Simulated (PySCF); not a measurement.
# KCd: bond curves at several levels of theory

The task here is to estimate one member of a computed series from the others.

The runs use PySCF 2.14.0; K def2-SVP, Cd def2-SVP with ECP28, scalar-relativistic core potentials.

The first run:

The job is set up so:

- atoms: K, Cd
- charge: 0
- basis: K def2-SVP, Cd def2-SVP with ECP28
- Hamiltonian: scalar-relativistic core potentials
- basis functions: 55
- electrons treated: 39
- masses in u: 38.9637, 113.9034
- levels: PBE0, PBE, r²SCAN, M06-L, B97-3, r²SCAN0, HF, MP2, SCS-MP2
- grid: 80 radial by 434 angular points
- occupations: held fixed by the projection of orbital angular momentum
- dissociation limit: K + Cd, each in its ground configuration
- starting distance in angstrom: 3.345
- values of 2S to try: 1, 3

Command:

```console
> OMP_NUM_THREADS=1 python dia.py task.json out
```

Steps of the session up to this table: Input; First curve: PBE0; Higher solutions at PBE0; PBE; r²SCAN (meta-GGA); M06-L; B97-3 (global hybrid GGA); r²SCAN0 (hybrid meta-GGA); UHF.

One of the session's tables, all rows but one given; the rest of the session is left out.

It belongs to the step «Constants by level of theory». 

```
  level  Re (Å)  ωe (cm⁻¹)  De (eV)  μ (D)
UHF-MP2   4.375       23.8    0.039    n/a
    PBE   3.927       49.3    0.118  -1.02
 r²SCAN   3.900       51.2    0.125  -1.45
  M06-L   3.859       58.0    0.124  -1.11
   PBE0   4.006       44.3    0.091  -0.93
r²SCAN0   3.964       47.3    0.109  -1.43
  B97-3       ?          ?        ?      ?
```

Estimate the missing values for B97-3.

As computed: Re (Å): 4.062; ωe (cm⁻¹): 44.2; De (eV): 0.062; μ (D): -0.65. In the column «Re (Å)» it lies between PBE0 (4.006) and UHF-MP2 (4.375).

De is counted to K + Cd in their ground configurations. No constants: UHF (no minimum is bracketed among the points kept); UHF-SCS-MP2 (no minimum is bracketed among the points kept).

To keep in mind: The bond is weak, and basis-set superposition, which was not computed, may be a sizeable part of it.
